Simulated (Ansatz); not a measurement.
This script for the Python package of Ansatz (0.2.0) starts 2 runs on La₃AlC, space group Pm-3m. What input does the engine get in each?

`la3alc_defect.py`:
```python
"""A vacancy in a supercell of La3AlC, against the perfect cell."""

import ansatz as az
import numpy as np

la3alc = (
    az.Lattice.of([5.205131, 0.0, 0.0], [0.0, 5.205131, 0.0], [0.0, 0.0, 5.205131])
    .atom("La", [0.5, 0.5, 0.0])
    .atom("La", [0.5, 0.0, 0.5])
    .atom("La", [0.0, 0.5, 0.5])
    .atom("Al", [0.0, 0.0, 0.0])
    .atom("C", [0.5, 0.5, 0.5])
)
host = la3alc.supercell(2, 2, 1)
defective = host.vacancy("La", at=[0.5, 0.5, 0.0])

def prepare(structure):
    return (
        structure.calculation()
        .accuracy("medium")
        .occupations("Fermi-Dirac", width=0.01)
        .functional("lda")
        .kpoints(spacing=0.72)
        .band_table()
    )


perfect = prepare(host).run(threads=1).report
calc = prepare(defective)
calc = calc.relax(force_tolerance=0.02, max_steps=40)
res = calc.run(threads=1)
report = res.report

n_host, n_defect = len(perfect["lattice"]["sites"]), len(report["lattice"]["sites"])
print(f"perfect cell: {n_host} atoms, F = {perfect['free_energy_ev']:.4f} eV")
print(f"defect cell:  {n_defect} atoms, F = {report['free_energy_ev']:.4f} eV")
# chemical potentials are still to be added to this difference
print(f"difference {report['free_energy_ev'] - perfect['free_energy_ev']:.4f} eV (no chemical potentials)")

pull = np.linalg.norm(report["forces_ev_ang"], axis=1)
for atom in np.argsort(-pull)[:5]:
    print(f"force on {res.lattice.sites[atom].symbol}{atom}: {pull[atom]:.3f} eV/A")

start = np.array([site.position for site in defective.resolved().sites])
step = np.array([site.position_frac for site in res.lattice.sites]) - start
moved = np.linalg.norm((step - np.round(step)) @ res.lattice.cell_ang, axis=1)
print("relaxation by atom (A):", " ".join(f"{site.symbol}:{d:.3f}" for site, d in zip(res.lattice.sites, moved)))
```

Run 1:
```yaml
crystal:
  lattice:
    - [5.205131, 0.0, 0.0]
    - [0.0, 5.205131, 0.0]
    - [0.0, 0.0, 5.205131]
  atoms:
    - { symbol: La, position: [0.5, 0.5, 0.0] }
    - { symbol: La, position: [0.5, 0.0, 0.5] }
    - { symbol: La, position: [0.0, 0.5, 0.5] }
    - { symbol: Al, position: [0.0, 0.0, 0.0] }
    - { symbol: C, position: [0.5, 0.5, 0.5] }
  supercell: [2, 2, 1]
accuracy: medium
kpoints:
  mp_grid:
    kspacing: 0.72
hamiltonian:
  xc: lda
scf:
  occupations:
    method: fermi_dirac
    width: 0.01
output:
  eigenvalues: true
```

Run 2, against run 1:
```diff
+  defects:
+    - { vacancy: 0 }
+relax:
+  f_tol: 0.02
+  max_steps: 40
```

```console
$ python la3alc_defect.py
DeckWarning: basis.ecutwfc = 420 eV, auto-derived from the records' recommended cutoffs: set by La (normal level)
perfect cell: 20 atoms, F = -75938.5601 eV
defect cell:  19 atoms, F = -69859.0358 eV
difference 6079.5243 eV (no chemical potentials)
force on La15: 0.018 eV/A
force on La10: 0.018 eV/A
force on La16: 0.018 eV/A
force on La6: 0.018 eV/A
force on Al12: 0.013 eV/A
relaxation by atom (A): La:0.117 La:0.117 Al:0.138 C:0.000 La:0.000 La:0.117 La:0.031 Al:0.138 C:0.000 La:0.000 La:0.031 La:0.117 Al:0.138 C:0.000 La:0.000 La:0.031 La:0.031 Al:0.138 C:0.000
```
(Warnings from the package without file and line.)

These settings explore the input space; cutoff and mesh may be short of convergence. For a metal this mesh is far too coarse, so the numbers only illustrate the procedure. The relaxation stopped at 0.018 eV/Å, so the energy gained is a lower bound and displacements are uncertain. The difference holds no chemical potentials. Errors of mesh and smearing per atom add up over the supercell, so the energy can be off by tenths of an eV. This cell is a computed structure, which may not be the phase found in nature. The supercell is small, so the defect meets its images and the energies aren't those of an isolated defect; a partly filled defect level may also lower its energy by spin or distortion. For a charged cell the difference holds no correction, alignment or term for the electrons' reservoir. Run time: 50 s on 1 thread of Arm Neoverse V2, on a shared host, peak memory 0.79 GiB.
